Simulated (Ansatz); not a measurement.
**HgTe: energy and stress against strain**

The task, for HgTe: see how energy and stress answer to the strain pattern (1, -1, 0, 0, 0, 0).

Program: Ansatz 0.2.0. Level of theory: DFT r2SCAN, scalar-relativistic, plane waves, PAW. These are calculated values, not measurements.

2 further runs of the same task are left out: 2 set aside as unsound or not needed.

## Step 1: The starting structure

Symmetry: Cmcm, No. 63, orthorhombic system. The conventional cell has a = 5.907 Å, b = 6.784 Å, c = 5.855 Å, α = 90.00°, β = 90.00°, γ = 90.00°. Around Hg (site symmetry m2m) lie 5 Te at 2.98 to 3.03 Å. Around Te (site symmetry m2m) lie 5 Hg at 2.98 to 3.03 Å.

Coordinates:

```cif
data_structure
_symmetry_space_group_name_H-M 'P 1'
_symmetry_Int_Tables_number 1
_cell_length_a 4.4977
_cell_length_b 4.4977
_cell_length_c 5.8547
_cell_angle_alpha 90.000
_cell_angle_beta 90.000
_cell_angle_gamma 97.909
_cell_volume 117.31
loop_
_atom_site_label
_atom_site_type_symbol
_atom_site_fract_x
_atom_site_fract_y
_atom_site_fract_z
_atom_site_occupancy
Hg1 Hg 0.32353 0.67647 0.75000 1
Hg2 Hg 0.67647 0.32353 0.25000 1
Te1 Te 0.77004 0.22996 0.75000 1
Te2 Te 0.22996 0.77004 0.25000 1
```

It goes back to an entry of the Materials Project, which need not be the stable form.

It is the result of an earlier relaxation at this level (volume 29.33 Å³/atom; gap on the mesh: none (metal)).

## Step 2: The reference cell

The reference gives a free energy of -41645.4574 eV, pressure 0.01 GPa, largest force 0.005 eV/Å and gap on the mesh none (metal). It was computed beforehand with the settings of the runs below.

## Step 3: Next: energy and stress against strain

The cell is strained by ε times the Voigt pattern (1, -1, 0, 0, 0, 0) (xx, yy, zz, yz, xz, xy; engineering shear), with fractional coordinates fixed (clamped ions). The stress on the pattern is the sum of the stress components weighted by it, tension positive.

## Step 4: At ε = -0.1000

Input file input.yaml:

```yaml
crystal:
  lattice:
    - [2.6581381986, -3.7313565167, 0.0]
    - [2.6581381986, 3.7313565167, 0.0]
    - [0.0, 0.0, 5.8546929393]
  atoms:
    - { symbol: Hg, position: [0.323532448, 0.676467552, 0.75] }
    - { symbol: Hg, position: [0.676467552, 0.323532448, 0.25] }
    - { symbol: Te, position: [0.7700436172, 0.2299563828, 0.75] }
    - { symbol: Te, position: [0.2299563828, 0.7700436172, 0.25] }
basis:
  ecutwfc: 500
kpoints:
  mp_grid: { grid: [12, 12, 8] }
hamiltonian:
  xc: r2scan
scf:
  occupations: { method: gaussian, width: 0.15 }
output:
  forces: true
  stress: true
  eigenvalues: true
```

Launch:

```sh
ansatz run input.yaml --threads 1 --pin off --max-ram 2560MiB --backend cpu --events-out ev --progress --plain --runs-dir out
```

## Step 5: At ε = 0.0750

input.yaml, as its differences from that of step 4:

```diff
@@ -2,4 +2,4 @@
   lattice:
-    - [2.6581381986, -3.7313565167, 0.0]
-    - [2.6581381986, 3.7313565167, 0.0]
+    - [3.1749984038, -3.1377316163, 0.0]
+    - [3.1749984038, 3.1377316163, 0.0]
     - [0.0, 0.0, 5.8546929393]
```

## Step 6: ε = -0.0500

input.yaml, as its differences from that of step 5:

```diff
@@ -2,4 +2,4 @@
   lattice:
-    - [3.1749984038, -3.1377316163, 0.0]
-    - [3.1749984038, 3.1377316163, 0.0]
+    - [2.8058125429, -3.5617494023, 0.0]
+    - [2.8058125429, 3.5617494023, 0.0]
     - [0.0, 0.0, 5.8546929393]
```

## Step 7: ε = 0.0250

input.yaml, as its differences from that of step 6:

```diff
@@ -2,4 +2,4 @@
   lattice:
-    - [2.8058125429, -3.5617494023, 0.0]
-    - [2.8058125429, 3.5617494023, 0.0]
+    - [3.0273240595, -3.3073387307, 0.0]
+    - [3.0273240595, 3.3073387307, 0.0]
     - [0.0, 0.0, 5.8546929393]
@@ -22 +22,5 @@
   eigenvalues: true
+  write_density: true
+  write_potential: true
+  elf: true
+  volumetric_format: npy
```

(Steps that only read results are left out.)

Before running it: what results should come out? Wanted: slope of the stress at ε = 0, from the points at -0.0500, 0 and 0.0250.

**Answer**, as computed:

| quantity | value |
| --- | --- |
| slope of the stress at ε = 0, from the points at -0.0500, 0 and 0.0250 | 103 GPa |

**Reading.** From the stress slope, C11 + C22 − 2 C12 is about 103 GPa with the ions clamped; letting the atoms relax could not make it stiffer. The step is wide, so higher orders mix in. The undisturbed cell stays the lowest of the sampled points. Spin-orbit coupling is left out for Hg, Te.
